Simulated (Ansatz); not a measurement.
I need a ladder of methods at one geometry of C2H7NOSn, SMILES CO[C](=N)[SnH3]. Use Ansatz 0.2.0 through its Python package. Settings (for the species named): revPBE, def2-SVP basis, multiplicity 1. The script varies functional: revpbe, pbe, lda, cam_b3lyp, hf.

```yaml
atoms:
  - { symbol: C, position_ang: [-1.5382, 0.8716, 1.1316] }
  - { symbol: O, position_ang: [-0.4446, 0.8273, 0.2788] }
  - { symbol: C, position_ang: [0.1206, -0.3726, -0.1363] }
  - { symbol: N, position_ang: [-0.2172, -1.5199, 0.2554] }
  - { symbol: Sn, position_ang: [1.8654, -0.3032, -1.3819] }
  - { symbol: H, position_ang: [-1.8445, 2.0004, 1.2714] }
  - { symbol: H, position_ang: [-2.4233, 0.4096, 0.6458] }
  - { symbol: H, position_ang: [-1.3326, 0.4752, 2.1014] }
  - { symbol: H, position_ang: [-1.1184, -1.6305, 0.9206] }
  - { symbol: H, position_ang: [1.9082, -1.7165, -2.3612] }
  - { symbol: H, position_ang: [1.7804, 1.1413, -2.3404] }
  - { symbol: H, position_ang: [3.3213, -0.2378, -0.3512] }
```

The script, `methods_c2h7nosn.py`:
```python
# -*- coding: utf-8 -*-
"""One geometry of C2H7NOSn, method by method."""

from pathlib import Path
import argparse

import ansatz
import numpy as np

parser = argparse.ArgumentParser(description="One geometry of C2H7NOSn, method by method.")
parser.add_argument("--basis-set", required=True, help="Gaussian basis set")
args = parser.parse_args()

geometry_ang = [
    ("C", (-1.5382, 0.8716, 1.1316)),
    ("O", (-0.4446, 0.8273, 0.2788)),
    ("C", (0.1206, -0.3726, -0.1363)),
    ("N", (-0.2172, -1.5199, 0.2554)),
    ("Sn", (1.8654, -0.3032, -1.3819)),
    ("H", (-1.8445, 2.0004, 1.2714)),
    ("H", (-2.4233, 0.4096, 0.6458)),
    ("H", (-1.3326, 0.4752, 2.1014)),
    ("H", (-1.1184, -1.6305, 0.9206)),
    ("H", (1.9082, -1.7165, -2.3612)),
    ("H", (1.7804, 1.1413, -2.3404)),
    ("H", (3.3213, -0.2378, -0.3512)),
]
geometry = ansatz.Crystal.molecule()
for symbol, xyz in geometry_ang:
    geometry = geometry.atom(symbol, xyz)

base = geometry.calculation().basis(gaussian=args.basis_set)

print("functional    E (Ha)        dipole (D)   HOMO (eV)  LUMO (eV)")
for name in ["revpbe", "pbe", "lda", "cam_b3lyp", "hf"]:
    r = base.functional(name).forces().orbitals().run(threads=1, runs_dir="runs").report
    lines = Path(r["orbitals_path"]).read_text().splitlines()
    field_of = lambda key: [line.split("=")[1].strip() for line in lines if line.startswith(key)]
    orbitals = [(27.211386 * float(e), s, float(n)) for e, s, n in zip(field_of("Ene="), field_of("Spin="), field_of("Occup="))]
    homo = max(e for e, _, n in orbitals if n > 0.5)
    lumo = min(e for e, _, n in orbitals if n < 0.5)
    dipole = 4.803205 * np.linalg.norm(r["charge_distribution"]["dipole_moment_e_ang"])
    print(f"{name:10s} {r['free_energy_ev'] / 27.211386246:14.6f} {dipole:9.3f} {homo:11.3f} {lumo:10.3f}")
```

```console
$ python methods_c2h7nosn.py --basis-set def2-SVP
functional    E (Ha)        dipole (D)   HOMO (eV)  LUMO (eV)
revpbe        -424.446044     2.066      -5.788     -0.844
pbe           -424.204777     2.092      -5.821     -0.915
lda           -422.384665     2.206      -5.896     -1.098
cam_b3lyp     -424.343490     2.012      -8.633      1.207
hf            -422.223655     1.961     -10.796      3.457
```

Total energies depend on the basis set; only differences at equal settings carry meaning. The geometry is a force-field or estimated start, not a minimum of this method, and the basis set is short of its limit. A lower total doesn't mark the better method: functionals have no common bound, and MP2 and coupled cluster aren't variational. Levels such as HOMO and LUMO are orbital energies: with these approximate functionals they aren't the ionisation energy and electron affinity, and their gap isn't the fundamental gap. Timing: 21 s on 1 thread of Arm Neoverse V2, with other jobs on the host, peak memory 0.38 GiB.
